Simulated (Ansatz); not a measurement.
# SnPt2Se3: the cost of one run

Program: Ansatz 0.2.0. Level of theory: DFT PBE, scalar-relativistic, plane waves, PAW. These are calculated values, not measurements.

## 1. The system as given

Symmetry: P6/mmm, No. 191, hexagonal system. Conventional cell: a = 6.030 Å, b = 6.030 Å, c = 4.660 Å, α = 90.00°, β = 90.00°, γ = 120.00°. Sn (site symmetry 6/mmm) is surrounded by 6 Pt at 3.48 Å and 12 Se at 3.81 Å. Pt (site symmetry -6m2) has 6 Se at 2.91 Å in its first shell of neighbours. Se (site symmetry mmm) has 4 Pt at 2.91 Å and 4 Sn at 3.81 Å in its first shell of neighbours.

Coordinates:

```
Sn Pt Se
1.0
     6.03039    0.00000    0.00000
    -3.01519    5.22247    0.00000
     0.00000    0.00000    4.65975
Sn Pt Se
1 2 3
Direct
  0.00000 0.00000 0.00000
  0.33333 0.66667 0.00000
  0.66667 0.33333 0.00000
  0.50000 0.00000 0.50000
  0.50000 0.50000 0.50000
  0.00000 0.50000 0.50000
```

The cell is invented: species swapped into a database cell of CeAl3Pd2 (P6/mmm, No. 191), with Sn on the Ce sites, Se on the Al sites and Pt on the Pd sites. The dimensions are guesses.

## 2. Probe: one point on a coarse mesh

input.yaml

```yaml
crystal:
  lattice:
    - [6.03038754, 0.0, 0.0]
    - [-3.01519377, 5.2224688, 0.0]
    - [0.0, 0.0, 4.65974961]
  atoms:
    - { symbol: Sn, position: [0.0, 0.0, 0.0] }
    - { symbol: Pt, position: [0.33333333, 0.66666667, 0.0] }
    - { symbol: Pt, position: [0.66666667, 0.33333333, 0.0] }
    - { symbol: Se, position: [0.5, 0.0, 0.5] }
    - { symbol: Se, position: [0.5, 0.5, 0.5] }
    - { symbol: Se, position: [0.0, 0.5, 0.5] }
basis:
  ecutwfc: 420
kpoints:
  mp_grid: { grid: [3, 3, 4] }
hamiltonian:
  xc: pbe
scf:
  occupations: { method: gaussian, width: 0.1 }
  lower_state_search: "off"
output:
  forces: true
  stress: true
  eigenvalues: true
```

Launch:

```sh
$ ansatz run input.yaml --threads 1 --pin off --max-ram 2560MiB --backend cpu --events-out ev --progress --plain --runs-dir out
```

**Question.** How long does this run take on 1 thread of Intel Xeon at 2.50GHz (Skylake/Cascade Lake), shared host, and how much memory does it need?

About 8.8 s, with a peak of 0.47 GiB.
